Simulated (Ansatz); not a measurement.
Task: vertical spin-state energies of B2BrFH3P, SMILES FB(Br)BP, with Ansatz 0.2.0, Python API. Give the script and its output. Settings (for the species named): B3LYP, 6-31G* basis, multiplicity 1.

```xyz
8

F     1.6783   -1.5064    0.6337
B     0.4941   -0.7336    1.1418
Br   -0.1927   -1.0991    2.9801
B    -0.1857    0.4204    0.2052
P     0.3687    0.7660   -1.5970
H    -1.1863    1.0182    0.6388
H    -0.1096   -0.4788   -2.1087
H    -0.7745    1.5561   -1.9497
```

`b2brfh3p.py`:
```python
from dataclasses import dataclass

import ansatz as az


@dataclass
class Settings:
    basis_set: str = "6-31G*"
    functional: str = "B3LYP"


settings = Settings()


def main() -> None:
    molecule = (
        az.Crystal.molecule()
        .atom("F", (1.6783, -1.5064, 0.6337))
        .atom("B", (0.4941, -0.7336, 1.1418))
        .atom("Br", (-0.1927, -1.0991, 2.9801))
        .atom("B", (-0.1857, 0.4204, 0.2052))
        .atom("P", (0.3687, 0.766, -1.597))
        .atom("H", (-1.1863, 1.0182, 0.6388))
        .atom("H", (-0.1096, -0.4788, -2.1087))
        .atom("H", (-0.7745, 1.5561, -1.9497))
    )

    setup = (
        molecule.calculation()
        .basis(gaussian=settings.basis_set)
        .functional(settings.functional)
    )
    found = {}
    for unpaired in [0, 2]:
        summary = setup.spin("collinear", total=unpaired).run(threads=1, pin="off").report
        s = unpaired / 2
        found[unpaired] = summary["free_energy_ev"]
        print(f"2S+1 = {unpaired + 1}: E = {found[unpaired]:.5f} eV, <S^2> = {abs(summary['mean_field']['state']['spin_squared']):.3f} (pure state {s * (s + 1):.2f})")
    lowest = min(found, key=found.get)
    for unpaired, e in found.items():
        print(f"multiplicity {unpaired + 1}: {23.060548 * (e - found[lowest]):.1f} kcal/mol above the lowest")


if __name__ == "__main__":
    main()
```

Output of `python b2brfh3p.py`:
```text
2S+1 = 1: E = -83446.88014 eV, <S^2> = 0.000 (pure state 0.00)
2S+1 = 3: E = -83444.32733 eV, <S^2> = 2.005 (pure state 2.00)
multiplicity 1: 0.0 kcal/mol above the lowest
multiplicity 3: 58.9 kcal/mol above the lowest
```

In order: multiplicity 1 (+0.00 eV) and multiplicity 3 (+2.55 eV), all at the one geometry.

Caveats:
- Total energies depend on the basis set; only differences at equal settings carry meaning.
- The geometry is a force-field or estimated start, not a minimum of this method, and the basis set is short of its limit. All parts are taken at fixed geometry, without zero-point energy.
- b3lyp holds the VWN-RPA fit, as in Gaussian; the form of ORCA and Turbomole is b3lyp5.
- Timing: 20 s on 1 thread of Intel(R) Xeon(R) Platinum 8488C (Sapphire Rapids) (shared host), peak memory 0.41 GiB.

(Lines on the test bed's own set-up are left out of the output.)
